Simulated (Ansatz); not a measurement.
Working through a single point in a Gaussian basis of C₂H₁₀AlNSi, SMILES [CH3][AlH][CH2]N[SiH3]

Program: the Python package of Ansatz (0.2.0).

The cells in order, each with its output:

**Cell 1**
```python
import ansatz as az

BASIS_SET = "def2-SVP"
XC = "PBE"
```

**Cell 2**
```python
GEOMETRY = """
C    -2.00010    0.01600    1.16670
Al   -0.15000   -0.12210    1.71510
C     1.22280   -0.62230    0.35900
N     0.74000   -0.85150   -0.95160
Si    0.53280    0.66170   -1.90780
H    -2.14020   -0.14930    0.07150
H    -2.36550    1.10020    1.35010
H    -2.63420   -0.63250    1.72790
H     0.26870    0.15980    3.27820
H     2.06750    0.14010    0.36440
H     1.69110   -1.56860    0.77240
H     1.34370   -1.46350   -1.46830
H     1.81630    1.28800   -2.08230
H    -0.07530    0.39040   -3.19190
H    -0.33940    1.60260   -1.17420
"""

molecule = az.Crystal.molecule()
for line in GEOMETRY.strip().splitlines():
    symbol, *xyz = line.split()
    molecule = molecule.atom(symbol, [float(v) for v in xyz])
```

**Cell 3**
```python
calc = molecule.calculation()
calc = calc.basis(gaussian=BASIS_SET)
calc = calc.functional(XC)
print(calc.to_yaml())
outcome = calc.run(threads=1, pin="off")
r = outcome.report
```
Output:
```text
crystal:
  periodic: [false, false, false]
  atoms:
    - { symbol: C, position_ang: [-2.0001, 0.016, 1.1667] }
    - { symbol: Al, position_ang: [-0.15, -0.1221, 1.7151] }
    - { symbol: C, position_ang: [1.2228, -0.6223, 0.359] }
    - { symbol: "N", position_ang: [0.74, -0.8515, -0.9516] }
    - { symbol: Si, position_ang: [0.5328, 0.6617, -1.9078] }
    - { symbol: H, position_ang: [-2.1402, -0.1493, 0.0715] }
    - { symbol: H, position_ang: [-2.3655, 1.1002, 1.3501] }
    - { symbol: H, position_ang: [-2.6342, -0.6325, 1.7279] }
    - { symbol: H, position_ang: [0.2687, 0.1598, 3.2782] }
    - { symbol: H, position_ang: [2.0675, 0.1401, 0.3644] }
    - { symbol: H, position_ang: [1.6911, -1.5686, 0.7724] }
    - { symbol: H, position_ang: [1.3437, -1.4635, -1.4683] }
    - { symbol: H, position_ang: [1.8163, 1.288, -2.0823] }
    - { symbol: H, position_ang: [-0.0753, 0.3904, -3.1919] }
    - { symbol: H, position_ang: [-0.3394, 1.6026, -1.1742] }
basis:
  gaussian:
    orbitals: def2-SVP
hamiltonian:
  xc: pbe
```

**Cell 4**
```python
r["reference_energy_ev"]
```
Output:
```text
-18180.65231591092
```

**Cell 5**
```python
r["published_state_doubts"]
```
Output:
```text
[]
```

**Cell 6**
```python
print(f"E = {r['free_energy_ev']:.6f} eV = {r['free_energy_ev'] / 27.211386246:.7f} Ha")
print("converged:", r["converged"], " doubts:", r["published_state_doubts"] or "none")
```
Output:
```text
E = -18180.652316 eV = -668.1266493 Ha
converged: True  doubts: none
```

**Cell 7**
```python
state = r["mean_field"]["state"]
print(f"mean field: {state['energy']['hartree']:.7f} Ha, <S^2> = {abs(state['spin_squared']):.4f}, stability: {state.get('stability', {}).get('kind')}")
```
Output:
```text
mean field: -668.1266493 Ha, <S^2> = 0.0000, stability: minimum
```

Total energies depend on the basis set; only differences at equal settings carry meaning. The geometry is a force-field or estimated start, not a minimum of this method, and the basis set is short of its limit. It ran for 5.2 s on 1 thread of Arm Neoverse V1, with other jobs on the host, peak memory 0.22 GiB.
